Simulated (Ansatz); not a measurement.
# GaBH₂ClF: an energy map over angle Cl4–Ga2–B1 and angle H5–B1–H6

A grid of calculations on BClFGaH₂, SMILES [BH2][Ga]([F])[Cl], to see where the energy is lowest and how it rises around there.

Program: Ansatz 0.2.0. Level of theory: RHF/def2-TZVP. These are calculated values, not measurements.

### 1 Starting geometry

SMILES `[BH2][Ga]([F])[Cl]`, 6 atoms, charge 0, spin multiplicity 1.

Atoms are counted from 1 here; the program's logs count them from 0.

Bond lengths: B1–Ga2 2.076 Å, B1–H5 1.214 Å, B1–H6 1.214 Å, Ga2–F3 1.773 Å, Ga2–Cl4 2.167 Å. Angles: Ga2–B1–H5 120.4°, Ga2–B1–H6 120.5°, H5–B1–H6 119.1°, B1–Ga2–F3 123.9°, B1–Ga2–Cl4 124.9°, F3–Ga2–Cl4 111.2°.

Geometry (Å):

```
B    -0.02647    0.96662   -0.72035
Ga    0.06220   -0.74430    0.45159
F     0.77372   -2.27601   -0.08784
Cl   -0.69304   -0.90233    2.47702
H    -0.96770    1.15379   -1.46373
H     0.85130    1.80223   -0.65669
```

This geometry comes from a loose relaxation at PBE in a small basis, which is not shown.

### 3 Setting up the map

The axes are (1) angle Cl4–Ga2–B1: 9 values from 100.5 to 150.5 °; (2) angle H5–B1–H6: 9 values from 93.6 to 143.6 °.

Nothing else is relaxed (all other coordinates rigid). Energies count from the relaxed molecule at the same level. Points are written as (first, second).

(The set-up runs are not shown.)

### 4 Grid point (150.5°, 93.6°)

input.yaml

```yaml
crystal:
  periodic: [false, false, false]
  atoms:
    - { symbol: B, position_ang: [-0.026995, 0.977558, -0.730123] }
    - { symbol: Ga, position_ang: [0.060244, -0.758587, 0.471145] }
    - { symbol: F, position_ang: [0.779554, -2.241636, -0.073157] }
    - { symbol: Cl, position_ang: [-0.356436, -1.780945, 2.318202] }
    - { symbol: H, position_ang: [-0.662017, 1.588196, -1.524432] }
    - { symbol: H, position_ang: [0.847053, 1.778999, -0.701543] }
basis:
  gaussian: { orbitals: def2-TZVP }
hamiltonian:
  xc: hf
output:
  forces: true
```

On the command line:

```sh
ansatz run input.yaml --threads 1 --pin off --max-ram 2560MiB --backend cpu --events-out ev --progress --plain --runs-dir out
```

Further runs follow: all other points of the grid.

**Question.** What will these runs give? Wanted: lowest point; highest computed point; largest force on an atom; dipole moment.

As calculated:

| quantity | value |
| --- | --- |
| lowest point | (125.5°, 118.6°), 0 kJ/mol |
| highest computed point | (150.5°, 93.6°), 96 kJ/mol above the lowest |
| largest force on an atom (eV/Å) | 0.00 at (125.5°, 118.6°) to 1.97 at (100.5°, 143.6°); 0.00 at the lowest point |
| dipole moment (D) | 0.96 at (100.5°, 93.6°) to 5.52 at (150.5°, 143.6°); 3.32 at the lowest point |
| time for the whole task | 8.2 min on 1 thread, shared host |

What this shows: The lowest computed point is at (125.5°, 118.6°), 0 kJ/mol from the relaxed molecule at the same level. It is the only kind of minimum in the scanned range. The highest computed point, (150.5°, 93.6°), lies 96 kJ/mol above the lowest. Round the minimum the two coordinates are nearly uncoupled.
